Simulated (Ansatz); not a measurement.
# CsH (rocksalt type): how the settings move a single-point run

How sensitive is a single-point run of CsH (rocksalt type) to its settings? A reference run comes first, then one run with altered input.

Method: reference: DFT, LDA, PAW with Ansatz's default frozen-core files, scalar-relativistic, in Ansatz 0.2.0.

### 1 The starting structure

Symmetry: Fm-3m, No. 225, cubic system. The conventional cell has a = 6.096 Å, b = 6.096 Å, c = 6.096 Å, α = 90.00°, β = 90.00°, γ = 90.00°. Around Cs (site symmetry m-3m) lie 6 H at 3.05 Å. Around H (site symmetry m-3m) lie 6 Cs at 3.05 Å.

As a file:

```cif
data_structure
_symmetry_space_group_name_H-M 'Fm-3m'
_symmetry_Int_Tables_number 225
_cell_length_a 6.0959
_cell_length_b 6.0959
_cell_length_c 6.0959
_cell_angle_alpha 90.000
_cell_angle_beta 90.000
_cell_angle_gamma 90.000
_cell_volume 226.52
loop_
_atom_site_label
_atom_site_type_symbol
_atom_site_symmetry_multiplicity
_atom_site_Wyckoff_symbol
_atom_site_fract_x
_atom_site_fract_y
_atom_site_fract_z
_atom_site_occupancy
Cs1 Cs 4 a 0.00000 0.00000 0.00000 1
H1 H 4 b 0.50000 0.00000 0.00000 1
```

### 2 The reference run

File input.yaml:

```yaml
crystal:
  lattice:
    - [0.0, 3.0479406752, 3.0479406752]
    - [3.0479406752, 0.0, 3.0479406752]
    - [3.0479406752, 3.0479406752, 0.0]
  atoms:
    - { symbol: Cs, position: [0.0, 0.0, 0.0] }
    - { symbol: H, position: [0.5, 0.5, 0.5] }
kpoints:
  mp_grid: { grid: [12, 12, 12] }
  band_path:
    path:
      - [0.0, 0.0, 0.0]
      - [0.5, 0.0, 0.5]
      - [0.625, 0.25, 0.625]
      - [0.375, 0.375, 0.75]
      - [0.0, 0.0, 0.0]
      - [0.5, 0.5, 0.5]
      - [0.5, 0.25, 0.75]
      - [0.5, 0.0, 0.5]
    npoints: 8
scf:
  occupations: { method: fermi_dirac, width: 0.05 }
hamiltonian:
  xc: lda
  pseudopotentials: { kind: paw }
output:
  forces: true
  stress: true
  eigenvalues: true
  populations: true
  dos: { projected: true, de: 0.2, e_range: [-14, 8] }
```

On the command line:

```sh
$ ansatz run input.yaml --threads 1 --pin off --max-ram 2048MiB --backend cpu --events-out ev --progress --plain --runs-dir out
```

### 3 Changed: preconditioner kerker_dos, xc pbesol

Edit input.yaml of step 2 so:

```diff
@@ -23,4 +23,5 @@
   occupations: { method: fermi_dirac, width: 0.05 }
+  mixing: { preconditioner: kerker_dos }
 hamiltonian:
-  xc: lda
+  xc: pbesol
   pseudopotentials: { kind: paw }
@@ -31,2 +32,5 @@
   populations: true
-  dos: { projected: true, de: 0.2, e_range: [-14, 8] }
+  write_density: true
+  write_potential: true
+  elf: true
+  volumetric_format: npy
```

**Question.** What will these runs give? Wanted: for each run, ending; energy change; pressure; gap; force.

**Answer**, as computed:

| run | ending | energy change | pressure (GPa) | gap (eV) | force (eV/Å) | cycles | time |
| --- | --- | --- | --- | --- | --- | --- | --- |
| reference | converged | - | 0.0 | 1.75 | 0.00 | 6 | 3.6 s |
| 1: preconditioner kerker_dos, xc pbesol | converged | not comparable | 0.9 | 1.94 | 0.00 | 6 | 3.9 s |

Times don't compare one to one where runs were asked for different outputs or read a saved state (see the inputs); cycles may leave out searches for a lower state.

Residual by cycle in the longest SCF loop of each run; runs are numbered as in the table. The quantity is the density residual dr2, in eV.

| cycle | reference | run 1 |
| --- | --- | --- |
| 1 | 0.0373 | 0.0119 |
| 2 | 0.00151 | 7.7e-4 |
| 3 | 1.2e-4 | 3.1e-5 |
| 4 | 1.3e-6 | 1.5e-6 |
| 5 | 6.4e-9 | 5.0e-8 |
| 6 | 3.6e-10 | 2.4e-10 |

What this shows: A change of functional puts the total energy on another scale; the pressure goes from 0.0 to 0.9 GPa and the gap on the mesh goes from 1.75 to 1.94 eV. At this fixed cell a higher pressure means that this functional prefers a larger volume than the reference. The gap of the reference lacks spin-orbit coupling, though the cell holds Cs.

These are semilocal Kohn-Sham gaps, which aren't the measured quantity. Such gaps usually fall short of the measured ones.
